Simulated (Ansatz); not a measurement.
# F₂H₆N₂Si₂: up Jacob's ladder to CCSD(T)

An exercise on one series of results from a longer session: the logs are not shown, and one member is left open.

Program: Ansatz 0.2.0, Gaussian basis. Level of theory: functionals in def2-TZVPP, the program's frozen cores in correlated methods. These are calculated values, not measurements.

The runs, in order: PBE-D4, r2SCAN-D4, PBE0-D4, B3LYP-D4, ωB97X-V, ωB97M-V, B2PLYP; CCSD(T)/def2-TZVPP; MP2/def2-QZVPP; extrapolation to the limit.

## The geometry

The geometry comes from an earlier relaxation with PBE0-D4 in a triple-zeta def2 set; it is a stationary point, not always the lowest conformer.

12 atoms, charge 0, spin multiplicity 1.

Atoms are counted from 1 here; the program's logs count them from 0.

Bond lengths: N1–Si2 1.704 Å, N1–H7 1.008 Å, N1–H8 1.007 Å, Si2–F3 1.610 Å, Si2–Si4 2.343 Å, Si2–H9 1.484 Å, Si4–N5 1.700 Å, Si4–F6 1.616 Å, Si4–H10 1.483 Å, N5–H11 1.007 Å, N5–H12 1.007 Å. Angles: Si2–N1–H7 120.7°, Si2–N1–H8 121.9°, H7–N1–H8 111.6°, N1–Si2–F3 114.5°, N1–Si2–Si4 105.9°, N1–Si2–H9 106.9°, F3–Si2–Si4 109.0°, F3–Si2–H9 105.4°, Si4–Si2–H9 115.3°, Si2–Si4–N5 107.4°, Si2–Si4–F6 105.4°, Si2–Si4–H10 117.5°, N5–Si4–F6 113.9°, N5–Si4–H10 107.3°, F6–Si4–H10 105.6°, Si4–N5–H11 121.6°, Si4–N5–H12 122.5°, H11–N5–H12 112.1°.

Set-up of the first run:

Contents of in.yaml:

```yaml
crystal:
  periodic: [false, false, false]
  atoms:
    - {symbol: N, position_ang: [0.690916, -1.205116, -1.446433]}
    - {symbol: Si, position_ang: [1.047832, 0.305548, -0.743202]}
    - {symbol: F, position_ang: [1.313890, 1.489456, -1.801531]}
    - {symbol: Si, position_ang: [-0.812172, 0.859309, 0.569204]}
    - {symbol: N, position_ang: [-0.822978, -0.190072, 1.906196]}
    - {symbol: F, position_ang: [-2.090836, 0.690668, -0.404044]}
    - {symbol: H, position_ang: [-0.205336, -1.374606, -1.874689]}
    - {symbol: H, position_ang: [1.407871, -1.790194, -1.844603]}
    - {symbol: H, position_ang: [2.323157, 0.145392, -0.001399]}
    - {symbol: H, position_ang: [-0.892665, 2.243700, 1.095422]}
    - {symbol: H, position_ang: [-0.590501, -1.165138, 1.813017]}
    - {symbol: H, position_ang: [-1.369187, -0.008947, 2.732063]}
basis:
  gaussian: {orbitals: def2-TZVPP}
hamiltonian: {xc: pbe, dispersion: d4}
output: {forces: true, orbitals: {seedname: orbitals}}
```

Run with:

```console
$ ansatz run in.yaml --threads 2 --pin off --events-out ev --progress --plain --max-ram 20480MiB --backend cuda --devices 0, --max-vram 18GiB
```

Steps of the session up to this table: PBE-D4 (GGA); r2SCAN-D4 (meta-GGA); PBE0-D4 (hybrid); B3LYP-D4 (hybrid); ωB97X-V (range-separated); ωB97M-V (range-separated); B2PLYP (double hybrid); CCSD(T) in def2-TZVPP; MP2 in def2-QZVPP.

One table of the session follows, with a row left open; its other results are not shown here.

It belongs to the step «Atomisation energies». 

```
            method  atomisation energy (kJ/mol)
            PBE-D4                       4423.2
         r2SCAN-D4                            ?
           PBE0-D4                       4330.8
          B3LYP-D4                       4376.8
           ωB97X-V                       4406.0
           ωB97M-V                       4391.2
            B2PLYP                       4326.9
     HF/def2-TZVPP                       3098.3
    MP2/def2-TZVPP                       4322.9
   CCSD/def2-TZVPP                       4176.6
CCSD(T)/def2-TZVPP                       4238.9
           MP2/CBS                       4476.3
       CCSD(T)/CBS                       4392.3
```

**Question.** Estimate the row for r2SCAN-D4.

The run gave: atomisation energy (kJ/mol): 4355.9. In the column «atomisation energy (kJ/mol)» it lies between PBE0-D4 (4330.8) and B3LYP-D4 (4376.8).

To keep in mind: Free atoms (2 N, 2 Si, 2 F, 6 H) were run apart at each level; the atomisation energy is their sum less the molecule, without zero-point or spin-orbit terms.
